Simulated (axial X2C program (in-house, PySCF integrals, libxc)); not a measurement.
**A two-component session on TeBr⁺: properties at the nuclei**

Aim: properties at the nuclei of TeBr⁺, with spin–orbit coupling in the Hamiltonian from the start.

Computed with an in-house X2C program for linear molecules on PySCF integrals. Level: two-component X2C with atomic mean-field terms, Te dyall-cv3z, Br dyall-cv3z.

All values are calculated.

## (1) Input

Input file task.json:

```json
{
 "zs": [
  52,
  35
 ],
 "q": 1,
 "bas": [
  "dyall-cv3z",
  "dyall-cv3z"
 ],
 "r0": 2.5,
 "levels": [
  "PBE0",
  "HF",
  "r2SCAN",
  "B3LYP",
  "PBE"
 ],
 "nst": 3
}
```

Keys: zs atomic numbers; q charge; bas basis sets; r0 starting distance in Å; levels methods (HF also brings MP2); nst determinants followed.

Run with:

```
$ python soeom.py task.json out
```

After this run come: Expectation values, lowest determinant; Expectation values, a higher determinant; Expectation values, a higher determinant.

**Question.** What will these runs give? Wanted: lowest determinant; Eeff magnitude; Ws magnitude Te; A∥/gI Te; qzz Te; higher determinant; qzz Br (for each run or level that gives them).

As calculated:

| quantity | value |
| --- | --- |
| lowest determinant | Ω = 1 (excess of +ω over −ω: ω = -1/2, ω = 3/2) |
| Eeff magnitude (GV/cm), PBE0 | 1.19 |
| Ws magnitude Te (kHz), PBE0 | 0.494 |
| A∥/gI Te (MHz), PBE0 | -1120 |
| qzz Te (a.u.), PBE0 | 3.85 |
| higher determinant | Ω = 0 (closed shell) |
| qzz Te (a.u.), PBE0, higher determinant | 5.21 |
| qzz Br (a.u.), PBE0, higher determinant | 5.88 |
| higher determinant | Ω = 2 (excess of +ω over −ω: ω = 1/2, ω = 3/2) |
| Eeff magnitude (GV/cm), PBE0, higher determinant | 4.03 |
| Ws magnitude Te (kHz), PBE0, higher determinant | 1.14 |
| A∥/gI Te (MHz), PBE0, higher determinant | 1380 |
| qzz Te (a.u.), PBE0, higher determinant | 4.63 |

In the first state, the effective field runs from 0.199 to 1.81 GV/cm over the mean-field levels, so the levels don't agree on it. The expectation values come from single determinants, which for open shells can mix terms of unlike spin or miss the lowest Ω, so a determinant need not be a state. Eeff is the effective electric field on the electron dipole moment in this Ω state and Ws the scalar–pseudoscalar constant (defined with the proton number Z and per Ω); A∥ is the parallel hyperfine constant, which follows by multiplying with the nuclear g factor gI = μI/(I μN); qzz is the electric field gradient, eQq0 = 234.96 MHz × Q/barn × qzz. The operators were transformed with the bare-nucleus X2C matrices.
